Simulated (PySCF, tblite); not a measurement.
# C₆H₈ClO₂ radical: geometry, infrared bands and EPR parameters

Aim: predict the infrared bands and EPR parameters of C₆H₈ClO₂ radical (`[CH2]/C(OC=O)=C(/C)CCl`).

Programs: tblite 0.8.0 and PySCF 2.14.0, with density-fitted response routines of our own. Each step states its level of theory. These are calculated values for one molecule in the gas phase, unless marked as measured. Atoms count from 0, in the outputs and in this text.

### Step 1. The starting structure

17 atoms, charge 0, multiplicity 2; geometry from: force field or distance geometry start.

Bonds of the start (Å): C0–C1 1.45, C1–O2 1.41, O2–C3 1.38, C3–O4 1.21, C1–C5 1.35, C5–C6 1.51, C5–C7 1.49, C7–Cl8 1.78, C0–H9 1.07, C0–H10 1.09, C3–H11 1.10, C6–H12 1.10, C6–H13 1.09, C6–H14 1.09, C7–H15 1.09, C7–H16 1.10.

### Step 2. Relaxing the molecule with GFN2-xTB

What the job is given:

```
{"job": {"kind": "relax", "xc": "GFN2-xTB", "basis": "xTB"}, "charge": 0, "multiplicity": 2}
C      1.340900    -1.636600     0.101900
C      0.669900    -0.365700     0.299100
O      1.510100     0.557900     0.961700
C      2.087800     1.463400     0.097200
O      1.972600     1.537200    -1.100400
C     -0.621500    -0.100200     0.015900
C     -1.257200     1.227300     0.355000
C     -1.531500    -1.042400    -0.702100
Cl    -2.547400    -1.935800     0.454900
H      2.363800    -1.751000     0.405700
H      0.806300    -2.507700    -0.266900
H      2.711900     2.129400     0.709400
H     -0.614000     1.880800     0.956700
H     -2.163600     1.067600     0.945000
H     -1.530400     1.767400    -0.556200
H     -1.006800    -1.781100    -1.302200
H     -2.198000    -0.498300    -1.384600
```

On the command line:

```console
> OMP_NUM_THREADS=1 python probes_run.py task.json out
```

The driver reads the jobs from task.json and runs them one after another.

**Question.** This job is followed by: GFN2-xTB harmonic vibrations, gas phase; UKS B3LYP, pcH-1 on C Cl H O, non-relativistic, mean-field spin-orbit, GIAO. Predict these results of the whole session: strongest single infrared mode (GFN2-xTB); zero-point energy (GFN2-xTB); g(iso) (B3LYP); ⟨S²⟩; largest a(iso) (averaged by class); potential on the surface of density 0.002 e/bohr³, 1st and 99th percentile.

**Answer**, as computed:

```
                                                                  quantity                  value
                                 strongest single infrared mode (GFN2-xTB)  1789 cm⁻¹, 461 km/mol
                                              zero-point energy (GFN2-xTB)          78.3 kcal/mol
                                                            g(iso) (B3LYP)                2.00326
                                                                      ⟨S²⟩     0.776 (exact 0.75)
                                        largest a(iso) (averaged by class)    13C on C5, 62.2 MHz
potential on the surface of density 0.002 e/bohr³, 1st and 99th percentile     -1.40 V and 1.23 V
```

What this shows: The optimisation took 94 steps and gained 0.351 eV; among the close pairs (by a distance rule), C0–C1 changed most, from 1.451 to 1.362 Å. All 45 modes are real, so the xTB geometry is a minimum. The strongest single mode, at 1789 cm⁻¹, moves mainly C3 and O4. Unscaled tight-binding wavenumbers are off by several per cent, some by more. Its intensities can rank the bands wrongly. The largest spin populations lie on C5 (0.65 e), C0 (0.59 e). The isotropic g lies 0.9 ppt above the free-electron value. These values are for one conformer; the search (at its own cheap level) found 2 more, at 0.48, 0.84 kcal/mol, and measured spectra average over such forms.
